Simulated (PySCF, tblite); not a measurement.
**C3H10B2N radical: geometry, infrared bands and EPR parameters**

What infrared bands and EPR parameters should C3H10B2N radical (`[CH2]BCBNC`) show?

The runs use tblite 0.8.0 and PySCF 2.14.0, with density-fitted response routines of our own; the level of theory stands in each step. All values are computed, except where a source is named. Atoms count from 0, in the outputs and in this text.

## 1. Starting geometry

16 atoms, charge 0, multiplicity 2; geometry from: force field or distance geometry start.

Bonds of the start (Å): C0–B1 1.60, B1–C2 1.57, C2–B3 1.60, B3–N4 1.55, N4–C5 1.47, C0–H6 1.11, C0–H7 1.11, B1–H8 1.18, C2–H9 1.11, C2–H10 1.11, B3–H11 1.17, N4–H12 1.05, C5–H13 1.11, C5–H14 1.11, C5–H15 1.10.

## 2. Optimising the geometry with GFN2-xTB

The job: settings as JSON, then the geometry in Å.

```
{"job": {"kind": "relax", "xc": "GFN2-xTB", "basis": "xTB"}, "charge": 0, "multiplicity": 2}
C      2.416800    -0.251200     1.226300
B      1.676500     0.058800    -0.159600
C      0.761100     1.331300    -0.301700
B     -0.744200     0.897500    -0.615300
N     -1.545400     0.120100     0.453000
C     -1.968200    -1.171400    -0.096900
H      2.064400    -1.224100     1.615600
H      3.511900    -0.272500     1.072500
H      1.821100    -0.694100    -1.056400
H      1.125000     1.952800    -1.140600
H      0.768800     1.937300     0.624200
H     -1.250500     1.183400    -1.633500
H     -2.409500     0.683300     0.655500
H     -2.543700    -1.715900     0.674200
H     -1.080600    -1.784800    -0.347800
H     -2.611100    -1.041400    -0.980800
```

On the command line:

```
> OMP_NUM_THREADS=1 python probes_run.py task.json out
```

This one command runs all jobs of the session in turn.

**Question.** This job is followed by: GFN2-xTB harmonic vibrations, gas phase; UKS B3LYP, pcH-1 on B C H N, non-relativistic, mean-field spin-orbit, GIAO. Predict these results of the whole session: strongest single infrared mode (GFN2-xTB); zero-point energy (GFN2-xTB); g(iso) (B3LYP); ⟨S²⟩; largest a(iso) (averaged by class); surface potential, 1st and 99th percentile.

The runs gave:

| quantity | value |
| --- | --- |
| strongest single infrared mode (GFN2-xTB) | 2610 cm⁻¹, 195 km/mol |
| zero-point energy (GFN2-xTB) | 81.1 kcal/mol |
| g(iso) (B3LYP) | 2.00263 |
| ⟨S²⟩ | 0.754 (exact 0.75) |
| largest a(iso) (averaged by class) | 13C on C0, 54.8 MHz |
| surface potential, 1st and 99th percentile | -0.54 V and 1.65 V |

What this shows: Relaxing lowered the energy by 2.115 eV in 141 steps; the close pair that moved most is B3–N4, from 1.545 to 1.381 Å. All 42 modes are real, so the xTB geometry is a minimum. The strongest single mode, at 2610 cm⁻¹, moves mainly H11. Unscaled tight-binding wavenumbers are off by several per cent, some by more. Its intensities can rank the bands wrongly. C0 carries the largest spin population, 0.90 e. The isotropic g lies 0.3 ppt above the free-electron value.
